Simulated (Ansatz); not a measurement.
# CsBr2: the cost of one run

Method: DFT PBE, scalar-relativistic, plane waves, PAW, in Ansatz 0.2.0.

1 further run of the same task is left out (it didn't finish).

**1. The system as given**

It takes space group R-3m (No. 166, trigonal). The conventional cell has a = 4.360 Å, b = 4.360 Å, c = 19.751 Å, α = 90.00°, β = 90.00°, γ = 120.00°. Cs (site symmetry -3m) is surrounded by 6 Br at 3.01 Å. Br (site symmetry 3m) is surrounded by 3 Cs at 3.01 Å.

Structure file:

```xyz
3
Lattice="2.1799 1.2586 6.5838 -2.1799 1.2586 6.5838 0.0000 -2.5171 6.5838" Properties=species:S:1:pos:R:3 pbc="T T T"
Cs    0.0000    0.0000    0.0000
Br    0.0000    0.0000   14.8135
Br    0.0000    0.0000    4.9378
```

This is candidate A: cadmium chloride type (R-3m, No. 166).

(A quick probe on a coarse mesh, which set the mesh and smearing, is not shown.)

**3. Rough relaxation on the coarse mesh (candidate A)**

The input, input.yaml:

```yaml
crystal:
  lattice:
    - [2.179876999, 1.2585525722, 6.5837861775]
    - [-2.179876999, 1.2585525722, 6.5837861775]
    - [0.0, -2.5171051443, 6.5837861775]
  atoms:
    - { symbol: Cs, position: [0.0, 0.0, 0.0] }
    - { symbol: Br, position: [0.75, 0.75, 0.75] }
    - { symbol: Br, position: [0.25, 0.25, 0.25] }
basis:
  ecutwfc: 420
kpoints:
  mp_grid: { grid: [6, 6, 6] }
hamiltonian:
  xc: pbe
scf:
  occupations: { method: gaussian, width: 0.1 }
  lower_state_search: "off"
output:
  forces: true
  stress: true
  eigenvalues: true
relax:
  adjacent_minimum: "off"
  f_tol: 0.04
  max_steps: 70
  cell: { stress_tol: 0.4 }
```

Run with:

```sh
$ ansatz run input.yaml --threads 1 --pin off --max-ram 2560MiB --backend cpu --events-out ev --progress --plain --runs-dir out
```

Q: Estimate wall time and peak memory on 1 thread of Arm Neoverse V2, shared host.

About 68 s, with a peak of 0.41 GiB.
